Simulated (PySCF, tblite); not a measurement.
**C5H7B2O radical: geometry, infrared bands and EPR parameters**

Aim: predict the infrared bands and EPR parameters of C5H7B2O radical (`BO[B]C/C=C\C#C`).

Computed with tblite 0.8.0 and PySCF 2.14.0, with density-fitted response routines of our own, on a single molecule in the gas phase. Atoms are numbered from 0 throughout.

## Step 1: The molecule as given

15 atoms, charge 0, multiplicity 2; geometry from: force field or distance geometry start.

Bonds of the start (Å): B0–O1 1.48, O1–B2 1.47, B2–C3 1.60, C3–C4 1.49, C4–C5 1.35, C5–C6 1.44, C6–C7 1.20, B0–H8 1.18, B0–H9 1.19, C3–H10 1.12, C3–H11 1.12, C4–H12 1.09, C5–H13 1.08, C7–H14 1.05.

## Step 2: Relaxing the molecule with GFN2-xTB

Job settings and geometry (Å):

```
{"job": {"kind": "relax", "xc": "GFN2-xTB", "basis": "xTB"}, "charge": 0, "multiplicity": 2}
B      2.498600    -0.543900    -0.148200
O      1.658200     0.638300    -0.432100
B      1.190700     1.081000     0.887400
C     -0.238300     0.627400     1.435400
C     -1.352200     1.153900     0.594100
C     -1.809200     0.550900    -0.521300
C     -1.277000    -0.697900    -1.003100
C     -0.833300    -1.744300    -1.398700
H      3.658800    -0.424000     0.023100
H      2.005500    -1.622300    -0.157400
H     -0.283300    -0.489100     1.517600
H     -0.351100     1.030300     2.469700
H     -1.812900     2.094200     0.891600
H     -2.603100     1.013400    -1.080300
H     -0.456000    -2.659800    -1.754300
```

Run with:

```bash
OMP_NUM_THREADS=1 python probes_run.py task.json out
```

One launch serves the whole session: the jobs run in the order shown.

Log:

```text
step      E/eV     max force
  0    -561.78151    4.442
  1    -562.24291    3.130
  2    -562.21402    6.083
  3    -562.49287    3.059
  4    -562.54759    1.482
  5    -562.62024    0.774
  6    -562.69348    0.706
  7    -562.74380    0.669
  8    -562.84211    1.398
  9    -562.60377    4.171
 10    -562.90436    1.561
 11    -562.93498    1.485
 12    -563.05813    1.214
 13    -563.09568    0.954
 14    -563.19488    0.526
 15    -563.22108    0.456
 16    -563.23509    0.518
 17    -563.26461    0.463
 18    -563.29332    0.428
 19    -563.31838    0.363
 20    -563.33997    0.604
 21    -563.36521    0.667
 22    -563.39437    0.673
 23    -563.42822    0.567
 24    -563.46203    0.433
 25    -563.49834    0.506
 26    -563.52719    0.476
 27    -563.54381    0.495
 28    -563.56922    0.434
 29    -563.59525    0.415
 30    -563.63297    0.468
 31    -563.64874    0.304
 32    -563.67570    0.437
 33    -563.68839    0.405
 34    -563.70740    0.500
 35    -563.72188    0.331
 36    -563.73630    0.211
 37    -563.74032    0.176
 38    -563.74460    0.146
 39    -563.74788    0.148
 40    -563.75285    0.174
 41    -563.75640    0.154
 42    -563.75911    0.144
 43    -563.76155    0.129
 44    -563.76390    0.099
 45    -563.76558    0.096
 46    -563.76646    0.059
 47    -563.76704    0.056
 48    -563.76754    0.045
 49    -563.76802    0.065
 50    -563.76840    0.054
 51    -563.76870    0.034
 52    -563.76897    0.038
 53    -563.76923    0.045
 54    -563.76951    0.046
 55    -563.76983    0.047
 56    -563.77024    0.051
 57    -563.77075    0.055
 58    -563.77129    0.052
 59    -563.77179    0.055
 60    -563.77229    0.061
 61    -563.77283    0.065
 62    -563.77332    0.056
 63    -563.77362    0.033
 64    -563.77376    0.029
 65    -563.77387    0.022
 66    -563.77402    0.025
 67    -563.77420    0.028
 68    -563.77438    0.028
 69    -563.77452    0.034
 70    -563.77464    0.038
 71    -563.77476    0.034
 72    -563.77487    0.020
 73    -563.77497    0.022
 74    -563.77506    0.027
 75    -563.77523    0.046
 76    -563.77553    0.062
 77    -563.77600    0.066
 78    -563.77651    0.052
 79    -563.77696    0.053
 80    -563.77734    0.054
 81    -563.77790    0.071
 82    -563.77858    0.110
 83    -563.77991    0.132
 84    -563.78134    0.164
 85    -563.78387    0.205
 86    -563.78461    0.237
 87    -563.78931    0.187
 88    -563.79183    0.196
 89    -563.79585    0.107
 90    -563.80359    0.254
 91    -563.80758    0.219
 92    -563.81091    0.147
 93    -563.81191    0.283
 94    -563.81300    0.350
 95    -563.81568    0.221
 96    -563.81794    0.130
 97    -563.81942    0.142
 98    -563.82293    0.186
 99    -563.82869    0.258
100    -563.83241    0.181
101    -563.82979    0.570
102    -563.83765    0.230
103    -563.83996    0.134
104    -563.84355    0.100
105    -563.84595    0.231
106    -563.84935    0.122
107    -563.85067    0.172
108    -563.85302    0.198
109    -563.85454    0.150
110    -563.85624    0.150
111    -563.85931    0.104
112    -563.86150    0.182
113    -563.86360    0.203
114    -563.86526    0.111
115    -563.86676    0.094
116    -563.86789    0.183
117    -563.86958    0.164
118    -563.87261    0.184
119    -563.87900    0.146
120    -563.88092    0.117
121    -563.88232    0.095
122    -563.88293    0.082
123    -563.88344    0.073
124    -563.88406    0.065
125    -563.88493    0.087
126    -563.88670    0.097
127    -563.88811    0.116
128    -563.88949    0.116
129    -563.89037    0.099
130    -563.89124    0.099
131    -563.89227    0.103
132    -563.89321    0.083
133    -563.89376    0.062
134    -563.89417    0.069
135    -563.89462    0.086
136    -563.89514    0.098
137    -563.89555    0.064
138    -563.89587    0.054
139    -563.89626    0.050
140    -563.89671    0.072
141    -563.89718    0.055
142    -563.89758    0.056
143    -563.89798    0.057
144    -563.89845    0.074
145    -563.89903    0.077
146    -563.89964    0.061
147    -563.90018    0.050
148    -563.90052    0.066
149    -563.90085    0.065
150    -563.90111    0.040
151    -563.90138    0.040
152    -563.90164    0.043
153    -563.90191    0.055
154    -563.90222    0.054
155    -563.90252    0.046
156    -563.90280    0.036
157    -563.90302    0.037
158    -563.90324    0.044
159    -563.90346    0.033
160    -563.90369    0.025
161    -563.90386    0.025
162    -563.90396    0.022
163    -563.90402    0.016
164    -563.90405    0.015
165    -563.90407    0.015
166    -563.90409    0.012
167    -563.90411    0.014
168    -563.90413    0.008
```

Run time: 0.61 s. Hardware: 1 thread of AMD EPYC 9B45, shared host.

Step by step: (not every step is listed) (the energy doesn't fall at every step)

| step | energy from step 0 (eV) | largest force (eV/Å) |
| --- | --- | --- |
| 0 | 0.0000 | 4.4419 |
| 1 | -0.4614 | 3.1304 |
| 2 | -0.4325 | 6.0835 |
| 3 | -0.7114 | 3.0589 |
| 4 | -0.7661 | 1.4820 |
| 5 | -0.8387 | 0.7743 |
| 6 | -0.9120 | 0.7055 |
| 7 | -0.9623 | 0.6694 |
| 8 | -1.0606 | 1.3981 |
| 23 | -1.6467 | 0.5666 |
| 38 | -1.9631 | 0.1465 |
| 53 | -1.9877 | 0.0454 |
| 68 | -1.9929 | 0.0282 |
| 83 | -1.9984 | 0.1315 |
| 98 | -2.0414 | 0.1857 |
| 113 | -2.0821 | 0.2026 |
| 128 | -2.1080 | 0.1158 |
| 143 | -2.1165 | 0.0573 |
| 158 | -2.1217 | 0.0443 |
| 163 | -2.1225 | 0.0155 |
| 164 | -2.1225 | 0.0152 |
| 165 | -2.1226 | 0.0146 |
| 166 | -2.1226 | 0.0124 |
| 167 | -2.1226 | 0.0143 |
| 168 | -2.1226 | 0.0082 |

Close pairs (by a distance rule), those that changed most:

| bond | before (Å) | after (Å) | change (Å) |
| --- | --- | --- | --- |
| O1–B2 | 1.468 | 1.255 | -0.214 |
| B0–O1 | 1.478 | 1.323 | -0.155 |
| C5–C6 | 1.440 | 1.406 | -0.034 |
| C3–H10 | 1.120 | 1.092 | -0.028 |
| C3–H11 | 1.116 | 1.089 | -0.027 |
| B0–H9 | 1.186 | 1.178 | -0.008 |
| C4–C5 | 1.348 | 1.341 | -0.007 |
| C5–H13 | 1.075 | 1.082 | +0.007 |

The end geometry stands in the next job.

## Step 3: Vibrational analysis with GFN2-xTB

Job settings and geometry (Å):

```
{"job": {"kind": "ir", "xc": "GFN2-xTB", "basis": "xTB"}, "charge": 0, "multiplicity": 2}
B      2.503260    -0.037105    -0.604782
O      1.726851     0.185239     0.443198
B      1.032566     0.384345     1.469103
C     -0.541673     0.601746     1.658920
C     -1.055887     1.156557     0.376900
C     -1.338948     0.414636    -0.703430
C     -1.238711    -0.987922    -0.727589
C     -1.149065    -2.186929    -0.748820
H      2.669020    -1.147564    -0.957119
H      3.023681     0.881269    -1.126976
H     -0.973590    -0.384234     1.843233
H     -0.802390     1.247168     2.496339
H     -1.124138     2.234072     0.308974
H     -1.666010     0.878810    -1.624827
H     -1.069379    -3.232097    -0.779725
```

Log:

```text
mode    cm-1     km/mol
  1      30.7      0.04
  2      70.8      0.43
  3      96.7      1.47
  4     145.4      0.37
  5     205.3      1.50
  6     219.8      1.65
  7     276.7      0.12
  8     328.1      1.06
  9     359.9      1.24
 10     410.2      4.74
 11     497.0      8.52
 12     570.3     16.13
 13     619.4     33.31
 14     677.5     12.48
 15     746.7     44.27
 16     778.7     84.55
 17     783.8      1.76
 18     838.0     16.88
 19     883.8      2.18
 20     932.3     43.58
 21     958.1      1.38
 22    1043.6      3.50
 23    1079.8     43.71
 24    1128.7      0.96
 25    1206.5     12.95
 26    1223.7      0.65
 27    1227.0     26.22
 28    1340.5      4.06
 29    1445.0      5.39
 30    1613.0    146.22
 31    1646.8     11.35
 32    2239.9     15.78
 33    2562.2    164.02
 34    2583.3    152.28
 35    2971.5     10.49
 36    3000.5     36.21
 37    3044.2     17.73
 38    3063.8     65.69
 39    3397.2      3.77
```

Wall time 0.26 s (1 thread of AMD EPYC 9B45, shared host).

The strongest bands and the atoms that carry them (share of the mass-weighted mode):

| cm⁻¹ | km/mol | atoms |
| --- | --- | --- |
| 747 | 44.3 | B2 28 %, C3 20 %, H13 14 % |
| 779 | 84.5 | H9 34 %, H8 33 %, B0 25 % |
| 932 | 43.6 | H8 35 %, H9 35 %, B0 21 % |
| 1080 | 43.7 | B2 24 %, H9 20 %, H8 20 %, B0 17 % |
| 1613 | 146.2 | C4 38 %, C5 36 %, O1 10 % |
| 2562 | 164.0 | H9 68 %, H8 28 % |
| 2583 | 152.3 | H8 65 %, H9 24 %, B0 11 % |
| 3064 | 65.7 | H12 79 %, H13 12 % |

## Step 4: EPR parameters: B3LYP/pcH-1

Same as in step 3 but for these lines:

```diff
@@ -1,2 +1,2 @@
-{"job": {"kind": "ir", "xc": "GFN2-xTB", "basis": "xTB"}, "charge": 0, "multiplicity": 2}
+{"job": {"kind": "epr", "basis": "pcH-1"}, "charge": 0, "multiplicity": 2}
 B      2.503260    -0.037105    -0.604782
```

Level: UKS B3LYP, pcH-1 on B C H O, non-relativistic, mean-field spin-orbit, GIAO.

Log:

```text
UKS, coarse grid
  cycle   1  E = -319.49726543  |g| = 5.24e-01
  cycle   2  E = -319.33095326  |g| = 8.54e-01
  cycle   3  E = -319.60716830  |g| = 1.21e-01
  cycle   4  E = -319.61299506  |g| = 4.06e-02
  cycle   5  E = -319.61374151  |g| = 1.84e-02
  cycle   6  E = -319.61389223  |g| = 9.06e-03
  cycle   7  E = -319.61393861  |g| = 2.93e-03
  cycle   8  E = -319.61394341  |g| = 1.85e-03
  cycle   9  E = -319.61394556  |g| = 5.46e-04
UKS, final grid
  cycle   1  E = -319.61390219  |g| = 9.07e-04
  cycle   2  E = -319.61390102  |g| = 1.78e-03
  cycle   3  E = -319.61390259  |g| = 2.21e-04
  cycle   4  E = -319.61390261  |g| = 5.20e-05
  cycle   5  E = -319.61390261  |g| = 2.86e-05
E = -319.61390261 Eh   <S^2> = 0.7544 (exact 0.7500)
g shifts (ppm)      1          2          3
  rmc          -102       -102       -102
  gc             20        -12         13
  oz_so       -1526        -62        -64
  total       -1608       -176       -154
hyperfine (MHz)  atom isotope    a_iso     a_fc   dipolar eigenvalues
    0   11B      11.66      11.66     -9.25     -7.47     16.72
    1   17O     -35.56     -35.56     -9.48      3.41      6.08
    2   11B     371.11     371.11    -37.09    -32.75     69.85
    3   13C      70.27      70.27     -6.16     -5.01     11.17
    4   13C      18.85      18.85     -6.44     -0.73      7.17
    5   13C       5.21       5.21     -4.41     -3.61      8.03
    6   13C      -2.94      -2.94     -1.79      0.32      1.47
    7   13C       2.94       2.94     -3.00     -2.06      5.06
    8    1H     -13.36     -13.36     -4.18     -0.80      4.98
    9    1H     -13.21     -13.21     -4.21     -0.82      5.03
   10    1H      -6.63      -6.63     -5.31     -3.40      8.71
   11    1H      13.65      13.65     -5.78     -4.24     10.02
   12    1H       2.46       2.46     -1.90     -1.01      2.91
   13    1H      -2.53      -2.53     -2.61     -0.39      3.00
   14    1H      -2.66      -2.66     -1.43     -0.45      1.88
```

Run time: 35 s. Hardware: 1 thread of AMD EPYC 9B45, shared host; peak memory 1 GiB.

Principal g values 2.00071, 2.00214, 2.00217; g(iso) = 2.00167, against 2.00232 for a free electron.

Hyperfine couplings; where a row names several nuclei, a(iso) is their mean (it holds for fast rotation or exchange) and the dipolar term the largest among them:

| nuclei | isotope | a(iso) (MHz) | a(iso) (G, at g = 2.0023) | largest dipolar term (MHz) |
| --- | --- | --- | --- | --- |
| B2 | 11B | 371.1 | 132.4 | 69.8 |
| C3 | 13C | 70.3 | 25.1 | 11.2 |
| O1 | 17O | -35.6 | -12.7 | -9.5 |
| C4 | 13C | 18.8 | 6.7 | 7.2 |
| H8, H9 | 1H | -13.3 | -4.7 | 5.0 |
| B0 | 11B | 11.7 | 4.2 | 16.7 |
| C5 | 13C | 5.2 | 1.9 | 8.0 |
| H10, H11 | 1H | 3.5 | 1.3 | 10.0 |
| C7 | 13C | 2.9 | 1.0 | 5.1 |
| C6 | 13C | -2.9 | -1.0 | -1.8 |
| H14 | 1H | -2.7 | -1.0 | 1.9 |
| H13 | 1H | -2.5 | -0.9 | 3.0 |
| H12 | 1H | 2.5 | 0.9 | 2.9 |

Mulliken spin populations:

B0 0.18; O1 -0.04; B2 0.83; C3 -0.01; C4 -0.01; C5 0.06; C6 -0.02; C7 0.04; H8 -0.01; H9 -0.01; H10 0.00; H11 0.00; H12 0.00; H13 0.00; H14 0.00

In first order the couplings over 0.8 MHz of 11B, 1H give 1152 distinct lines over 424.5 G, if the averaged nuclei exchange fast; the same motion can average rows kept apart here too.

Orbitals, density, ELF and potential are computed afterwards from the orbital file.

ELF in a plane through or near 4 of the atoms.

Values, 10 rows by 14 columns:
```
0.00 0.00 0.00 0.00 0.00 0.00 0.00 0.00 0.00 0.00 0.00 0.00 0.00 0.00
0.00 0.00 0.00 0.00 0.00 0.00 0.00 0.00 0.00 0.00 0.00 0.00 0.00 0.00
0.00 0.00 0.00 0.00 0.00 0.30 0.39 0.03 0.02 0.14 0.00 0.00 0.00 0.00
0.00 0.00 0.00 0.00 0.03 0.60 0.88 0.50 0.88 1.00 0.67 0.00 0.00 0.00
0.00 0.00 0.04 0.09 0.60 0.77 0.18 0.90 0.36 0.59 0.06 0.00 0.00 0.00
0.00 0.01 0.59 0.85 0.11 0.31 0.08 0.03 0.68 0.62 0.01 0.00 0.00 0.00
0.00 0.00 0.56 0.95 0.50 0.00 0.35 0.62 0.62 0.28 0.01 0.00 0.00 0.00
0.00 0.00 0.00 0.00 0.00 0.03 0.48 0.88 0.67 0.37 0.03 0.00 0.00 0.00
0.00 0.00 0.00 0.00 0.00 0.00 0.72 0.98 0.75 0.03 0.00 0.00 0.00 0.00
0.00 0.00 0.00 0.00 0.00 0.00 0.00 0.00 0.00 0.00 0.00 0.00 0.00 0.00
```
The map spans 11.4 Å across and 11.9 Å up, centred on the molecule. Atoms in the plane (x, y in Å): B2 (-0.5, 1.3), C3 (1.1, 1.1), H11 (1.6, 2.0), H14 (0.3, -3.4).

log10 of the density (e/Å³) in the same plane.

Ten even steps from ' ' (-4.0) to '@' (0.4):
```
                                                        
                                                        
                                                        
                    ................                    
                ..::------------------::..              
              ..--==++++++++++++******++--::            
        ....::--==++**##########%%@@%%**++--..          
      ..::--==++**##%%%%@@%%%%%%@@@@%%##++--..          
    ..::--==++**##%%@@@@@@%%%%@@@@@@%%**==--..          
  ..::--==++++**##%%%%%%######%%@@@@##**==--..          
  ..::--==++************++++++**####**++--::            
  ..::--==++****++++======++++++++++++==::..            
    ..::--==++++==----==++****##****++==--..            
      ..::::------::--==**####%%##**++==--..            
          ........::--++**##%%%%##**++==::..            
                  ..::==**##%%%%##++==--::              
                    ..--++******++==--::                
                      ..----====--::..                  
                            ....                        
                                                        
```
The map spans 11.4 Å across and 11.9 Å up, centred on the molecule. Atoms in the plane (x, y in Å): B2 (-0.5, 1.3), C3 (1.1, 1.1), H11 (1.6, 2.0), H14 (0.3, -3.4).

On the surface of density 0.002 e/bohr³ the electrostatic potential runs, from the 1st to the 99th percentile, from -0.76 V near C7 to 1.35 V near H14.

The spin density lies nearest to B2 63 %; B0 10 %.

## Step 5: Results

| quantity | value |
| --- | --- |
| strongest single infrared mode (GFN2-xTB) | 2562 cm⁻¹, 164 km/mol |
| zero-point energy (GFN2-xTB) | 66.1 kcal/mol |
| g(iso) (B3LYP) | 2.00167 |
| ⟨S²⟩ | 0.754 (exact 0.75) |
| largest a(iso) (averaged by class) | 11B on B2, 371.1 MHz |
| potential on the surface of density 0.002 e/bohr³, 1st and 99th percentile | -0.76 V and 1.35 V |

Relaxing lowered the energy by 2.123 eV in 168 steps; the close pair that moved most is O1–B2, from 1.468 to 1.255 Å. All 39 modes are real, so the xTB geometry is a minimum. The strongest single mode, at 2562 cm⁻¹, moves mainly H9. GFN2-xTB is a fitted tight-binding method: band positions and strengths are rough. Its intensities can rank the bands wrongly. Most of the unpaired spin sits on B2 (0.83 e). The isotropic g lies 0.6 ppt below the free-electron value.
